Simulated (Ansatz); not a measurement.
# Alloy of ZnGa2O4 and ZnAl2O4 (8 of 16 Ga sites exchanged), 56 atoms, part 2 of 2

Ansatz 0.2.0, PAW.

### Step 3. Single point with HSE06

in.yaml reads:

```yaml
crystal:
  lattice:
    - [8.216611, 0.000000, 0.000000]
    - [0.000000, 8.216611, 0.000000]
    - [0.000000, 0.000000, 8.216611]
  atoms:
    - { symbol: Zn, position: [0.876949, 0.372616, 0.374427] }
    - { symbol: Zn, position: [0.373359, 0.876367, 0.374611] }
    - { symbol: Zn, position: [0.372904, 0.372850, 0.874598] }
    - { symbol: Zn, position: [0.127395, 0.121529, 0.127004] }
    - { symbol: Zn, position: [0.876924, 0.876667, 0.874646] }
    - { symbol: Zn, position: [0.623340, 0.629104, 0.127337] }
    - { symbol: Zn, position: [0.623505, 0.121147, 0.622904] }
    - { symbol: Zn, position: [0.127592, 0.628856, 0.623142] }
    - { symbol: Al, position: [0.501180, 0.998195, 0.998418] }
    - { symbol: Al, position: [0.751911, 0.998150, 0.248794] }
    - { symbol: Al, position: [0.002907, 0.999799, 0.497278] }
    - { symbol: Al, position: [0.248561, 0.248062, 0.498682] }
    - { symbol: Al, position: [0.247337, 0.499846, 0.252857] }
    - { symbol: Al, position: [0.252753, 0.000037, 0.747280] }
    - { symbol: Al, position: [0.001352, 0.751508, 0.251815] }
    - { symbol: Al, position: [0.499422, 0.753275, 0.750523] }
    - { symbol: O, position: [0.516059, 0.005078, 0.233276] }
    - { symbol: O, position: [0.739573, 0.230929, 0.240862] }
    - { symbol: O, position: [0.508789, 0.230365, 0.009127] }
    - { symbol: O, position: [0.735088, 0.006660, 0.015270] }
    - { symbol: O, position: [0.014657, 0.517458, 0.244391] }
    - { symbol: O, position: [0.234531, 0.734471, 0.243058] }
    - { symbol: O, position: [0.011401, 0.742038, 0.018565] }
    - { symbol: O, position: [0.240864, 0.509493, 0.019219] }
    - { symbol: O, position: [0.018141, 0.006065, 0.732299] }
    - { symbol: O, position: [0.242630, 0.233116, 0.732093] }
    - { symbol: O, position: [0.016432, 0.232232, 0.506987] }
    - { symbol: O, position: [0.236828, 0.014668, 0.512400] }
    - { symbol: O, position: [0.256841, 0.265106, 0.265984] }
    - { symbol: O, position: [0.480926, 0.490802, 0.260042] }
    - { symbol: O, position: [0.480986, 0.258491, 0.489922] }
    - { symbol: O, position: [0.255553, 0.482342, 0.485390] }
    - { symbol: O, position: [0.506885, 0.519453, 0.742194] }
    - { symbol: O, position: [0.732878, 0.742708, 0.740205] }
    - { symbol: O, position: [0.509238, 0.742642, 0.517628] }
    - { symbol: O, position: [0.737520, 0.511370, 0.510194] }
    - { symbol: O, position: [0.767309, 0.765891, 0.259004] }
    - { symbol: O, position: [0.987427, 0.984889, 0.263157] }
    - { symbol: O, position: [0.992653, 0.767551, 0.484327] }
    - { symbol: O, position: [0.767879, 0.993025, 0.482787] }
    - { symbol: O, position: [0.761108, 0.259903, 0.759531] }
    - { symbol: O, position: [0.990329, 0.490574, 0.761410] }
    - { symbol: O, position: [0.990189, 0.259087, 0.988643] }
    - { symbol: O, position: [0.759964, 0.487932, 0.991717] }
    - { symbol: O, position: [0.266470, 0.767221, 0.758452] }
    - { symbol: O, position: [0.486560, 0.985913, 0.763469] }
    - { symbol: O, position: [0.491688, 0.766519, 0.983867] }
    - { symbol: O, position: [0.267049, 0.992316, 0.983049] }
    - { symbol: Ga, position: [0.749674, 0.246856, 0.000173] }
    - { symbol: Ga, position: [0.000383, 0.500429, 0.003128] }
    - { symbol: Ga, position: [0.251548, 0.751208, 0.001072] }
    - { symbol: Ga, position: [0.495977, 0.500895, 0.501227] }
    - { symbol: Ga, position: [0.497796, 0.247440, 0.249749] }
    - { symbol: Ga, position: [0.750612, 0.752767, 0.499761] }
    - { symbol: Ga, position: [0.748418, 0.501549, 0.751191] }
    - { symbol: Ga, position: [0.001927, 0.248167, 0.747815] }
kpoints:
  mp_grid: { grid: [1, 1, 1] }
hamiltonian:
  xc: hse06
scf:
  occupations: { method: fermi_dirac, width: 0.01 }
output:
  forces: true
  eigenvalues: true
  populations: true
  eigenstates: { kpoints: [[0, 0, 0]], e_range: [-6.0, 6.0], localisation: true }
```

Command:

```console
> ansatz run in.yaml --threads 2 --pin off --max-ram 30400MiB --runs-dir r --events-out ev --progress --plain --backend cuda --devices 0, --max-vram 18GiB
```

Output:

```text
Pseudopotentials: kind: paw
Functional definition: HSE06
  parameter a = 0.25
  parameter omega = 0.11/bohr
  exchange = pbe_x - a*pbe_x_sr(omega) + a*exact_x_sr(omega)
  correlation = pbe_c
Crystal: 56 atoms, lattice volume = 554.726 Å³
Basis set: ecut = 420 eV, 10827 PW (Γ), exchange–correlation on 120×120×120 points (8 copies of the dense FFT grid, shifted against one another)
Bands: 264, of which v1, the nominal top of the filled ones, is band 208 counted from 1 (207 counted from 0)
Symmetry: 1 space group operations
Space group: P1 (ITA 1), of the structure as read, at distance tolerance 8.2e-5 Å
k-points: 1
Non-local potential: Zn, projectors of the file, l = 0: 2, l = 1: 2, l = 2: 3, l = 3: 1
Non-local potential: Al, projectors of the file, l = 0: 2, l = 1: 2, l = 2: 1
Non-local potential: O, projectors of the file, l = 0: 2, l = 1: 2, l = 2: 1
Non-local potential: Ga, projectors of the file, l = 0: 2, l = 1: 2, l = 2: 3, l = 3: 1
PAW form: soft (Blöchl's): semilocal exchange-correlation on the pseudo side does not see the compensation charge
PAW frozen core: Zn, regenerated for the run's functional, and the local potential with it (the file was generated under x = pbe(κ = 0.804, μ = 0.2195149727645171), c = pbe(β = 0.06672455060314922))
PAW frozen core: Al, regenerated for the run's functional, and the local potential with it (the file was generated under x = pbe(κ = 0.804, μ = 0.2195149727645171), c = pbe(β = 0.06672455060314922))
PAW frozen core: O, regenerated for the run's functional, and the local potential with it (the file was generated under x = pbe(κ = 0.804, μ = 0.2195149727645171), c = pbe(β = 0.06672455060314922))
PAW frozen core: Ga, regenerated for the run's functional, and the local potential with it (the file was generated under x = pbe(κ = 0.804, μ = 0.2195149727645171), c = pbe(β = 0.06672455060314922))
PAW one-centre angular grid: Zn, 590 points (default); XC on 64 Gauss nodes
PAW one-centre angular grid: Al, 110 points (default); XC on 64 Gauss nodes
PAW one-centre angular grid: O, 110 points (default); XC on 96 Gauss nodes
PAW one-centre angular grid: Ga, 590 points (default); XC on 64 Gauss nodes
Initial density: superposition of atomic densities (neutral atoms: chi_scale 0, normalization atom), corrected by the library's trained network
Initial wavefunctions: pseudopotential atomic-orbital guess
Functional: x = pbe(κ = 0.804, μ = 0.2195149727645171), c = pbe(β = 0.06672455060314922), warm-up for x = pbe(κ = 0.804, μ = 0.2195149727645171) + 0.25 (exact − pbe) at short range (hse, ω = 0.20786987370883472 Å⁻¹), c = pbe(β = 0.06672455060314922); HSE06 as pw.x's `hse` composes it (authors' and Libxc's form: `xc: wpbeh`)
SCF iter   1: F=—  HF=-79316.091436 eV  |F-HF|=—  |Δ(HF+E_count)|=         —  Δρ=1.66e-3  dr2=8.05e-3  ethr=1.77e-3  ⟨swp⟩=20.0  Hψ=1576  notcnv=12
preconditioner: auto → none  [insulator: Δε(μ)=3.334 eV  Ē_g=16.501 eV  σ=0.010 eV  W_gap=1.00  n_scr=170 (ndim 8)  ℏωp=32.2 eV  f_vac=0.004  D(μ)=0.00/eV (n_scr^D=0)]
iter 2 solved again at ethr=1.87e-7 eV; its pass at ethr=1.93e-6 eV (dr2=7.80e-4 eV) is discarded
SCF iter   2: F=-79316.106364 eV  HF=-79316.105028 eV  |F-HF|=1.34e-3  |Δ(HF+E_count)|=   1.36e-2  Δρ=6.14e-4  dr2=7.78e-4  ethr=1.87e-7  ⟨swp⟩=5.0  Hψ=1641  notcnv=0  defer=12
SCF 1 stopped early in 2 iterations: F = -79316.106364 eV  dr2 = 7.78e-4
Initial density: handed on by an earlier stage of this run
Initial wavefunctions: those handed on with the density
Functional: x = pbe(κ = 0.804, μ = 0.2195149727645171) + 0.25 (exact − pbe) at short range (hse, ω = 0.20786987370883472 Å⁻¹), c = pbe(β = 0.06672455060314922); HSE06 as pw.x's `hse` composes it (authors' and Libxc's form: `xc: wpbeh`)
Exchange kernel: α = 0.2500, screened, ω = 0.2079 Å⁻¹, Wigner–Seitz truncation, v(0) = 795.4223 eV·Å³, q-mesh 1×1×1, nearest image of the exchange supercell L = 8.22 Å, pair-density grid 40×40×40, without the augmentation charges, whose exchange is taken in its separable form (sized by the pseudopotential files, 54×54×54 at the most), smooth part of the exact exchange by density-matrix convolution [...]
Frozen-core exchange: fock
SCF iter   1: F=—  HF=-79321.325166 eV  |F-HF|=—  |Δ(HF+E_count)|=         —  Δρ=1.87e-2  dr2=9.40e-1  ethr=1.87e-6  ⟨swp⟩=9.0  Hψ=1364  notcnv=0
preconditioner: auto → none  [insulator: Δε(μ)=5.182 eV  Ē_g=19.505 eV  σ=0.010 eV  W_gap=1.00  n_scr=170 (ndim 8)  ℏωp=32.2 eV  f_vac=0.004  D(μ)=0.00/eV (n_scr^D=0)]
SCF iter   2: F=—  HF=-79321.006252 eV  |F-HF|=—  |Δ(HF+E_count)|=   3.19e-1  Δρ=4.79e-3  dr2=7.75e-2  ethr=1.87e-6  ⟨swp⟩=5.0  Hψ=1093  notcnv=0
SCF iter   3: F=—  HF=-79321.181928 eV  |F-HF|=—  |Δ(HF+E_count)|=   1.76e-1  Δρ=4.88e-3  dr2=5.72e-2  ethr=1.87e-6  ⟨swp⟩=6.0  Hψ=1067  notcnv=0
SCF iter   4: F=—  HF=-79321.170162 eV  |F-HF|=—  |Δ(HF+E_count)|=   1.18e-2  Δρ=1.62e-3  dr2=5.79e-3  ethr=1.87e-6  ⟨swp⟩=4.0  Hψ=785  notcnv=0
SCF iter   5: F=—  HF=-79321.176256 eV  |F-HF|=—  |Δ(HF+E_count)|=   6.09e-3  Δρ=6.62e-4  dr2=1.50e-3  ethr=1.25e-6  ⟨swp⟩=9.0  Hψ=716  notcnv=0  defer=4
SCF iter   6: F=—  HF=-79321.175712 eV  |F-HF|=—  |Δ(HF+E_count)|=   5.44e-4  Δρ=2.09e-4  dr2=2.84e-4  ethr=3.44e-7  ⟨swp⟩=5.0  Hψ=738  notcnv=0
SCF iter   7: F=-79321.175625 eV  HF=-79321.175627 eV  |F-HF|=1.79e-6  |Δ(HF+E_count)|=   8.47e-5  Δρ=3.50e-5  dr2=1.00e-5  ethr=5.24e-8  ⟨swp⟩=3.0  Hψ=601  notcnv=0
SCF 2 stopped early in 7 iterations: F = -79321.175625 eV  dr2 = 1.00e-5
  Residual-converged pass: ⟨swp⟩=4.0  Hψ=770  notcnv=0  max |occ|·‖R‖ = 4.0e-6 eV (tolerance 6.7e-6 eV)  dr2=1.02e-5  dr2_onsite=1.07e-6  max |Δocc| = 0.0e0
hybrid outer 1: dexx = +2.236e-1 eV, tail = 5.18e-4 eV
SCF iter   1: F=—  HF=-79321.167894 eV  |F-HF|=—  |Δ(HF+E_count)|=         —  Δρ=5.83e-5  dr2=1.04e-5  ethr=6.23e-7  ⟨swp⟩=14.0  Hψ=722  notcnv=0
preconditioner: auto → none  [insulator: Δε(μ)=5.169 eV  Ē_g=19.385 eV  σ=0.010 eV  W_gap=1.00  n_scr=170 (ndim 8)  ℏωp=32.2 eV  f_vac=0.011  D(μ)=0.00/eV (n_scr^D=0)]
SCF iter   2: F=—  HF=-79321.167915 eV  |F-HF|=—  |Δ(HF+E_count)|=   2.09e-5  Δρ=2.54e-5  dr2=1.94e-6  ethr=2.11e-9  ⟨swp⟩=7.0  Hψ=960  notcnv=0  defer=1
SCF iter   3: F=—  HF=-79321.167915 eV  |F-HF|=—  |Δ(HF+E_count)|=   2.80e-7  Δρ=9.82e-6  dr2=1.84e-7  ethr=3.67e-10  ⟨swp⟩=6.0  Hψ=593  notcnv=0
SCF iter   4: F=-79321.167915 eV  HF=-79321.167915 eV  |F-HF|=8.23e-8  |Δ(HF+E_count)|=   5.22e-7  Δρ=4.36e-6  dr2=8.98e-8  ethr=3.63e-11  ⟨swp⟩=7.0  Hψ=917  notcnv=0  defer=10
SCF 3 converged in 4 iterations: F = -79321.167915 eV  dr2 = 8.98e-8
  Residual-converged pass: ⟨swp⟩=2.0  Hψ=469  notcnv=0  max |occ|·‖R‖ = 1.7e-6 eV (tolerance 2.4e-6 eV)  dr2=8.99e-8  dr2_onsite=1.69e-8  max |Δocc| = 0.0e0
[... from here the SCF cycle lines were not kept, up to the last twenty ...]
hybrid outer 2: dexx = +1.045e-5 eV, tail = 3.35e-7 eV, Δε = 2.13e-3 eV (about 6.51e-5 eV left of the loop's levels), ΔF = 3.00e-3 eV/Å (tail 4.42e-4)
NSCF: frozen V_eff on 1 k-points
hybrid SCF converged: 2 outer / 11 inner (+2 warm-up), last move |dexx| = 1.05e-5 eV, tail = 3.35e-7 eV
Stability not checked: this state was not tested for a lower state beside it, because the functional holds exact exchange (a hybrid, or Hartree-Fock), whose exchange loop this test does not read (fock_operator; see scf.lower_state_search)
Free energy (F): -79321.167913 eV
Harris-Foulkes:  -79321.167913 eV  (|F-HF|=8.23e-8)
Internal energy: -79321.167913 eV  (E = F + TS)
E sigma→0 (E₀):  -79321.167913 eV
Fermi energy:    9.126402 eV
--- Per-component energies (eV) ---
  E_band       = -512.964034
  E_kinetic    = 7889.309347
  E_local      = -40088.773093  (includes V_loc(G=0)·N_el)
  E_nonlocal   = 10046.733625
  E_hartree    = 17340.114939
  E_xc         = -3469.431237
  E_vxc        = -3298.733358  (∫ρ·V_xc dr)
  E_exx        = -1388.069938  (= α·E_x^exact, valence–valence)
  E_paw        = -38989.578729  (= ΣΔE_a)
  E_vpaw       = -6965.684821  (= ΣTr[D̂ρ^β])
  E_aug_tail   = 0.076451  (compensation charges beyond the density's cutoff)
  E_ewald      = -30666.360681
  E_core_change = 4.811402  (= ΣΔE_core)
  E_smearing   = -0.000000  (= −TS)
  E_closure    = 0.000001  (closes the sum)
  Σ components = -79321.167913   (vs F -79321.167913, Δ=0.00e0)
--- Forces (eV/Å), atoms counted from 1 ---
  atom   1  Zn     0.04402962     0.01122515     0.02550507
  atom   2  Zn    -0.00498089     0.00675817     0.03353057
  atom   3  Zn     0.00619443     0.00082971     0.01970215
  atom   4  Zn    -0.01688852    -0.01371236    -0.00963433
  atom   5  Zn     0.00086119     0.00586326     0.03167998
  atom   6  Zn    -0.00951561     0.01682611    -0.03583012
  atom   7  Zn    -0.02626338    -0.02845308    -0.00673827
  atom   8  Zn    -0.00474350    -0.00054928    -0.03727811
  atom   9  Al     0.00060745    -0.02480786    -0.03771395
  atom  10  Al     0.02727114    -0.03184736    -0.00451788
  atom  11  Al     0.02246120    -0.00335375    -0.01991359
  atom  12  Al    -0.02988567    -0.01742512     0.00140491
  atom  13  Al    -0.02182081     0.00633390     0.01357959
  atom  14  Al     0.02138687    -0.00728598    -0.02312272
  atom  15  Al     0.00203890     0.01989488     0.01769247
  atom  16  Al    -0.01457153     0.04576104     0.02499217
  atom  17  O      0.11876370     0.15746433    -0.13312928
  atom  18  O     -0.16693734    -0.13030791    -0.16606945
  atom  19  O      0.19214845    -0.15141488     0.18801032
  atom  20  O     -0.14095097     0.20973629     0.14602029
  atom  21  O      0.12061813     0.12799329    -0.20659563
  atom  22  O     -0.11457967    -0.11176384    -0.14845913
  atom  23  O      0.16631007    -0.17700378     0.12822249
  atom  24  O     -0.19194740     0.14612678     0.14092079
  atom  25  O      0.13486512     0.16616768    -0.13422301
  atom  26  O     -0.16692685    -0.12461790    -0.13364018
  atom  27  O      0.15198103    -0.16159103     0.19017205
  atom  28  O     -0.14295555     0.14484425     0.10555243
  atom  29  O      0.16618537     0.11035729     0.13418131
  atom  30  O     -0.12598203    -0.14486584     0.18363588
  atom  31  O     -0.13204280     0.16553335    -0.15903037
  atom  32  O      0.20807303    -0.13309800    -0.12499323
  atom  33  O      0.15887511     0.13638364    -0.18582273
  atom  34  O     -0.13509522    -0.16995050    -0.17438143
  atom  35  O      0.15302915    -0.17045997     0.12114120
  atom  36  O     -0.17311035     0.15286203     0.15742665
  atom  37  O      0.12045942     0.12534623     0.18136163
  atom  38  O     -0.11699975    -0.14280507     0.14873422
  atom  39  O     -0.18035958     0.16268970    -0.14542533
  atom  40  O      0.13424772    -0.16073348    -0.15048717
  atom  41  O      0.15761992     0.17207063     0.16610652
  atom  42  O     -0.16665397    -0.14981570     0.17095937
  atom  43  O     -0.16609621     0.15841608    -0.16381214
  atom  44  O      0.17000471    -0.18736092    -0.15907314
  atom  45  O      0.13011102     0.11794274     0.15234931
  atom  46  O     -0.13005209    -0.14833464     0.15183944
  atom  47  O     -0.19093925     0.17068449    -0.14439104
  atom  48  O      0.14533292    -0.15987392    -0.11962831
  atom  49  Ga    -0.02257231    -0.05522118     0.01633168
  atom  50  Ga     0.03169345     0.03057463     0.04270061
  atom  51  Ga     0.02256793     0.02101621    -0.00051290
  atom  52  Ga    -0.05002487     0.00574563     0.00256015
  atom  53  Ga    -0.03702814    -0.01937473    -0.00622531
  atom  54  Ga     0.03455418     0.04336085    -0.02093894
  atom  55  Ga    -0.01230764     0.02935437     0.00283767
  atom  56  Ga     0.04979732    -0.04206820    -0.04746086
  max |Σ_I F_I| component: 1.43e-4 eV/Å
--- Band table (eV) ---
  k-point 0: bands = ["-13.7792", "-13.0037", "-12.9917", "-12.9822", "-12.9660", "-12.9624", "-12.9427", "-12.2246", "-12.1102", "-12.0919", "-12.0725", "-12.0583", "-12.0471", "-12.0443", "-11.9939", "-11.9555", "-11.9336", "-11.8912", "-11.8559", "-11.7961", "-11.7668", "-11.7432", "-11.7189", "-11.6994", "-11.6926", "-11.6423", "-11.6049", "-11.5713", "-11.4955", "-11.4177", "-11.3654", "-11.2901", "-7.8404", "-7.8265", "-7.8183", "-7.7665", "-7.7633", "-7.7545", "-7.7349", "-7.7314", "-7.7245", "-7.7118", "-7.7057", "-7.6899", "-7.6836", "-7.6772", "-7.6697", "-7.6612", "-7.6575", "-7.6490", "-7.6470", "-7.6389", "-7.6372", "-7.6303", "-7.6201", "-7.6072", "-7.5976", "-7.5870", "-7.5836", "-7.5678", "-7.5629", "-7.5392", "-7.5286", "-7.4809", "-7.4511", "-7.4452", "-7.3386", "-7.3007", "-7.2044", "-7.1156", "-7.0438", "-7.0118", "-0.0915", "0.0347", "0.0820", "0.1699", "0.2024", "0.2277", "0.2545", "0.2784", "0.2998", "0.3412", "0.4519", "0.4744", "0.4747", "0.5158", "0.5238", "0.5525", "0.6099", "0.6152", "0.6496", "1.0240", "1.0574", "1.0959", "1.1049", "1.1352", "1.1533", "1.1739", "1.1870", "1.1923", "1.2020", "1.2094", "1.2137", "1.2251", "1.2298", "1.2384", "1.2401", "1.2500", "1.2568", "1.2592", "1.2702", "1.2791", "1.2845", "1.2990", "1.3046", "1.5867", "1.5871", "1.8619", "1.9082", "1.9193", "2.0192", "2.0265", "2.0986", "2.1439", "2.1726", "2.1853", "2.2072", "2.2235", "2.2475", "2.5789", "2.5819", "2.6044", "2.6129", "2.6250", "2.6456", "2.6653", "2.6748", "2.9436", "2.9898", "3.0018", "3.0237", "3.0498", "3.0691", "3.6408", "3.6722", "3.7162", "3.7440", "3.7972", "3.8058", "3.8210", "3.8263", "3.8726", "3.9057", "3.9305", "3.9500", "4.0606", "4.0899", "4.0940", "4.1227", "4.1392", "4.1481", "4.1531", "4.1572", "4.1693", "4.3162", "4.3426", "4.3995", "4.4137", "4.4655", "4.5099", "4.5210", "4.5691", "4.6158", "5.1080", "5.1384", "5.1508", "5.2023", "5.2183", "5.2509", "5.6082", "5.6650", "5.6830", "5.7104", "5.7445", "5.7607", "5.7820", "5.7996", "5.8210", "5.8300", "5.9548", "5.9796", "6.0242", "6.0708", "6.0854", "6.1554", "6.1634", "6.2099", "6.2283", "6.3173", "6.3338", "6.3657", "6.3958", "6.4101", "6.4246", "6.4736", "6.5236", "6.5315", "6.5396", "11.7083", "14.7452", "14.7908", "14.8162", "14.9811", "15.1533", "15.3278", "15.4061", "15.4514", "15.6448", "15.7062", "16.3858", "16.4058", "16.4572", "16.6489", "16.6703", "16.7741", "16.7941", "16.9630", "17.1358", "17.3061", "17.4272", "17.4484", "17.5341", "17.6066", "17.7106", "17.8258", "17.9819", "18.4313", "18.5746", "19.0341", "19.1036", "19.3306", "19.4230", "19.4822", "19.6217", "19.6694", "19.7791", "19.8538", "19.8706", "19.9240", "20.0715", "20.1292", "20.1974", "20.3192", "20.4303", "20.5392", "20.6092", "20.7243", "20.7477", "20.8079", "20.8749", "20.9267", "21.0353", "21.0697", "21.0906"]
--- Löwdin populations: 56 sites ---
  site symbol       q [e]
     0     Zn     10.4482
     1     Zn     10.4501
     2     Zn     10.4484
     3     Zn     10.4494
     4     Zn     10.4490
     5     Zn     10.4481
     6     Zn     10.4488
     7     Zn     10.4485
     8     Al      1.7416
     9     Al      1.7410
    10     Al      1.7427
    11     Al      1.7411
    12     Al      1.7402
    13     Al      1.7419
    14     Al      1.7411
    15     Al      1.7407
    16      O      6.9028
    17      O      6.8678
    18      O      6.8671
    19      O      6.9014
    20      O      6.9018
    21      O      6.9032
    22      O      6.8672
    23      O      6.8670
    24      O      6.9013
    25      O      6.9001
    26      O      6.9011
    27      O      6.9351
    28      O      6.9017
    29      O      6.8686
    30      O      6.8679
    31      O      6.9012
    32      O      6.8682
    33      O      6.8681
    34      O      6.8707
    35      O      6.8338
    36      O      6.9003
    37      O      6.9346
    38      O      6.9026
    39      O      6.9001
    40      O      6.8351
    41      O      6.8370
    42      O      6.8356
    43      O      6.8340
    44      O      6.9024
    45      O      6.9345
    46      O      6.9000
    47      O      6.9006
    48     Ga     11.9635
    49     Ga     11.9638
    50     Ga     11.9660
    51     Ga     11.9647
    52     Ga     11.9643
    53     Ga     11.9654
    54     Ga     11.9607
    55     Ga     11.9642
  spilling = 0.005898 (of n_electrons = 416.000000)
```

It took 26 s on 1 × NVIDIA H100 80GB HBM3 with 2 threads of AMD EPYC 7R13, shared host; peak host memory 2.1 GiB.

Spacing of the frontier levels at the Γ point alone: 5.17 eV (6.540 to 11.708 eV).

The states next to the gap (eigenstates.tsv), from the top filled level:

```
level (eV)  spin  filling  atoms sharing it  main element  its share  largest atom
     -0.14  both     2.00              14.1             O       0.87    O20 (0.17)
     -0.13  both     2.00              17.3             O       0.87             –
     -0.11  both     2.00              18.1             O       0.86             –
     -0.07  both     2.00              16.0             O       0.87    O22 (0.13)
     -0.02  both     2.00              37.8             O       0.84             –
     -0.01  both     2.00              33.9             O       0.84             –
      0.00  both     2.00              35.8             O       0.84             –
      5.17  both     0.00              50.7             O       0.54             –
```

The largest force by HSE06 is 0.31 eV/Å, on O19: the geometry is not this level's minimum.

### Step 4. Outcome

The summary covers parts 1 to 2. Changes of volume or cell count from the first structure of part 1.

| level | time | k points | top filled to lowest empty (eV) |
| --- | --- | --- | --- |
| PBEsol, relaxation | 17 s (GPU) | (¼, ¼, ¼) | 4.26 |
| HSE06 | 26 s (GPU) | Γ | 5.17 |

```
     quantity                                                                      value
   relaxation                                           5 recorded steps, 1.48 eV gained
largest shift                                                               0.14 Å (O25)
 relaxed cell  a = 8.217 Å, b = 8.217 Å, c = 8.217 Å, α = 90.00°, β = 90.00°, γ = 90.00°
   mean bonds                                       Al–O 1.925, Ga–O 1.988, O–Zn 1.959 Å
```

**Reading.** Relaxation gains 1.48 eV, with shifts up to 0.14 Å (O25), while the volume changes by +0.0 %. The mean lengths of the listed bonds run from Al–O 1.92 Å to Ga–O 1.99 Å. The relaxation ran on other k points, so part of any difference from the later rows can come from the mesh. With one k point the spacing samples only the states that fold onto it, so it can exceed the gap over the zone.
